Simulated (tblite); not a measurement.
# C6H15AlSi: the cost of one run

The runs use tblite 0.8.0 and PySCF 2.14.0, with density-fitted response routines of our own; the level of theory stands in each step. All values are computed, except where a source is named. Atoms count from 0, in the outputs and in this text.

### Step 1. Starting geometry

23 atoms, charge 0, multiplicity 1; geometry from: force field or distance geometry start.

Bonds of the start (Å): C0–C1 1.53, C1–C2 1.49, C2–Al3 2.00, Al3–C4 2.03, C4–C5 1.50, C5–Si6 1.86, Si6–C7 1.85, C7–Al3 2.01, C0–H8 1.11, C0–H9 1.12, C0–H10 1.09, C1–H11 1.12, C1–H12 1.11, C2–H13 1.10, C2–H14 1.12, C4–H15 1.10, C4–H16 1.11, C5–H17 1.11, C5–H18 1.11, Si6–H19 1.46, Si6–H20 1.49, C7–H21 1.10, C7–H22 1.09.

### Step 2. Geometry optimisation with GFN2-xTB

Job settings and geometry (Å):

```
{"job": {"kind": "relax", "xc": "GFN2-xTB", "basis": "xTB"}, "charge": 0, "multiplicity": 1}
C      3.860600     0.242700     0.057900
C      2.509100    -0.448800    -0.168500
C      1.498600     0.637100    -0.344500
Al    -0.340700    -0.069800    -0.657100
C     -1.304300    -1.487900     0.428000
C     -2.406100    -0.775500     1.150200
Si    -3.194300     0.426000    -0.028100
C     -1.854700     1.187300    -1.050200
H      3.808800     1.233700    -0.436000
H      3.971800     0.418300     1.160300
H      4.702200    -0.313400    -0.357300
H      2.265300    -1.135300     0.678200
H      2.619800    -0.995000    -1.132800
H      1.470600     1.268200     0.555100
H      1.727600     1.240600    -1.255800
H     -1.681900    -2.304800    -0.201500
H     -0.600300    -1.917800     1.165500
H     -2.048800    -0.325400     2.099600
H     -3.186900    -1.506800     1.433500
H     -4.232300    -0.212400    -0.836700
H     -3.823100     1.486400     0.808500
H     -1.641100     2.198600    -0.674100
H     -2.124700     1.180700    -2.111100
```

Launch:

```
> OMP_NUM_THREADS=1 python probes_run.py task.json out
```

The driver reads the jobs from task.json and runs them one after another.

Q: Estimate the wall time of this first job on 1 thread of Intel Xeon at 2.50GHz, shared host.

About 5.8 s.
